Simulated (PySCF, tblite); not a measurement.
# C9H9+: geometry, infrared bands and NMR shifts

Wanted: the infrared bands and NMR shifts of C9H9+ (`C=Cc1ccccc1[CH2+]`), by calculation.

Computed with tblite 0.8.0 and PySCF 2.14.0, with density-fitted response routines of our own, on a single molecule in the gas phase. Atoms count from 0, in the outputs and in this text.

### Step 1. The starting structure

18 atoms, charge 1, multiplicity 1; geometry from: force field or distance geometry start.

Bonds of the start (Å): C0–C1 1.34, C1–C2 1.46, C2–C3 1.42, C3–C4 1.39, C4–C5 1.39, C5–C6 1.39, C6–C7 1.41, C7–C8 1.47, C7–C2 1.41, C0–H9 1.09, C0–H10 1.07, C1–H11 1.10, C3–H12 1.08, C4–H13 1.09, C5–H14 1.09, C6–H15 1.09, C8–H16 1.08, C8–H17 1.08.

### Step 2. Optimising the geometry with GFN2-xTB

The job: settings as JSON, then the geometry in Å.

```
{"job": {"kind": "relax", "xc": "GFN2-xTB", "basis": "xTB"}, "charge": 1, "multiplicity": 1}
C      2.780400     0.129700    -0.690300
C      1.850100    -0.207000     0.214500
C      0.435400     0.123700     0.113700
C      0.062400     1.474800    -0.122900
C     -1.279000     1.844200    -0.181500
C     -2.280900     0.890400    -0.034200
C     -1.932600    -0.438800     0.197400
C     -0.582300    -0.834600     0.280800
C     -0.308500    -2.260900     0.506900
H      2.508600     0.683200    -1.583200
H      3.808600    -0.151300    -0.560600
H      2.141400    -0.786100     1.103800
H      0.824400     2.233400    -0.212100
H     -1.535600     2.885200    -0.366700
H     -3.325000     1.189800    -0.085700
H     -2.734100    -1.170400     0.332300
H     -1.127100    -2.942400     0.696800
H      0.685300    -2.656800     0.379400
```

Run with:

```sh
OMP_NUM_THREADS=1 python probes_run.py task.json out
```

This one command runs all jobs of the session in turn.

**Question.** This job is followed by: GFN2-xTB harmonic vibrations, gas phase; GIAO PBE0/pcSseg-1 NMR shielding, non-relativistic, gas phase. What will the session give for the following? strongest single infrared mode (GFN2-xTB); zero-point energy (GFN2-xTB); 13C shifts against TMS (PBE0/pcSseg-1); 1H shifts against TMS (PBE0/pcSseg-1, means over atoms taken as alike).

**Answer**, as computed:

```
                                                              quantity                                                              value
                             strongest single infrared mode (GFN2-xTB)                                              1439 cm⁻¹, 300 km/mol
                                          zero-point energy (GFN2-xTB)                                                      90.2 kcal/mol
                                13C shifts against TMS (PBE0/pcSseg-1)  193.6, 171.4, 169.4, 159.5, 158.4, 147.3, 139.4, 137.2, 135.5 ppm
1H shifts against TMS (PBE0/pcSseg-1, means over atoms taken as alike)                 9.13, 9.00, 8.44, 8.37, 8.17, 7.97, 7.79, 7.57 ppm
```

What this shows: Over 66 steps the energy fell by 0.441 eV; of the close pairs, C7–C8 changed most, 1.470 to 1.359 Å. All 48 modes are real, so the xTB geometry is a minimum. The strongest single mode, at 1439 cm⁻¹, is carried by C3, C2, C6, C5. Unscaled tight-binding wavenumbers are off by several per cent, some by more. Its intensities can rank the bands wrongly. C8 (carbocation centre) lies farthest downfield among carbon, at 193.6 ppm; the empty p orbital gives low-energy magnetic excitations and strong deshielding. At PBE0/pcSseg-1, counted by nearest atom on the grid, the HOMO lies on C0 20 %; C1, C3, C6 about 14 % each, the LUMO on C8 28 %; C2, C4 about 15 % each.
